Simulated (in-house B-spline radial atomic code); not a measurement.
**Cu⁵⁺: ionisation energy by several methods**

How far do functionals differ on the ionisation energy of Cu⁵⁺? Each run solves Cu⁵⁺ and then the next ion ([Ar] 3d5).

The numbers are computed with in-house B-spline radial atomic code version 1 (Dirac-Coulomb, several functionals; spherical all-electron atom at the radial basis limit), except any that are marked as measured or tabulated.

## 1. Starting point

* element: copper (Z = 29)
* charge: +5
* electrons: 24
* configuration: [Ar] 3d6
* nucleus: Fermi, rms radius 3.882 fm

The outer shells:

[Ar] 3d6
```
[Ar] core
3d [↑↓][↑ ][↑ ][↑ ][↑ ]
```

The boxes only draw the filling; these runs are spin-restricted and spherical.

## 2. LDA (PW92)

Input settings:

```ini
Z = 29
electrons = 24.0
configuration = [Ar] 3d6
hamiltonian = dirac
method = lda,pw
spin_polarised = False
nucleus = fermi
rms_radius = 3.8823
mass_number = 63
atomic_mass = 62.929597119
speed_of_light = 137.035999084
```

## 3. AM05, a GGA

Changes to the settings of step 2:

```diff
@@ -4,3 +4,3 @@
 hamiltonian = dirac
-method = lda,pw
+method = am05
 spin_polarised = False
```

## 4. PBE, a GGA

Changes to the settings of step 3:

```diff
@@ -4,3 +4,3 @@
 hamiltonian = dirac
-method = am05
+method = pbe,pbe
 spin_polarised = False
```

## 5. PBEsol, a GGA

Changes to the settings of step 4:

```diff
@@ -4,3 +4,3 @@
 hamiltonian = dirac
-method = pbe,pbe
+method = pbesol
 spin_polarised = False
```

## 6. OLYP, a GGA

Changes to the settings of step 5:

```diff
@@ -4,3 +4,3 @@
 hamiltonian = dirac
-method = pbesol
+method = optx,lyp
 spin_polarised = False
```

## 7. LDA (VWN5)

Changes to the settings of step 6:

```diff
@@ -4,3 +4,3 @@
 hamiltonian = dirac
-method = optx,lyp
+method = lda,vwn
 spin_polarised = False
```

The tabulated ionisation energy is 103 ± 1 eV (semi-empirical; NIST Atomic Spectra Database). What does each method give, and which comes nearest?

The runs gave:

| method | rung | total energy (hartree) | ΔSCF (eV) | with Breit, QED, recoil (eV) | −ε highest (eV) | corrected ΔSCF less tabulated (eV) |
| --- | --- | --- | --- | --- | --- | --- |
| LDA (PW92) | LDA | -1644.4889 | 108.75 | 108.76 | 95.49 (3d5/2) | +5.76 |
| LDA (VWN5) | LDA | -1644.4998 | 108.76 | 108.77 | 95.50 (3d5/2) | +5.77 |
| AM05 | GGA | -1644.7120 | 108.44 | 108.46 | 95.17 (3d5/2) | +5.46 |
| PBE | GGA | -1647.1345 | 108.45 | 108.46 | 95.18 (3d5/2) | +5.46 |
| PBEsol | GGA | -1645.7817 | 108.41 | 108.42 | 95.14 (3d5/2) | +5.42 |
| OLYP | GGA | -1647.8285 | 108.96 | 108.97 | 95.64 (3d5/2) | +5.97 |

What this shows: The tabulated ionisation energy is 103 ± 1 eV (semi-empirical; NIST Atomic Spectra Database). PBEsol comes nearest (+5.42 eV) and OLYP is farthest (+5.97 eV, 5.8 %). All methods miss on the same side by much the same amount, which points to something that they share. PBE is off by +5.46 eV. Open shells are averaged (over orientations, and over spins where the run is restricted), while tables refer to the lowest levels. For the semilocal functionals minus the highest level recovers only 88 % of their own ΔSCF value, a mark of self-interaction.

Members of this set that are not shown: 8 used exact exchange with fractional occupations of an open shell, which is unsound here.
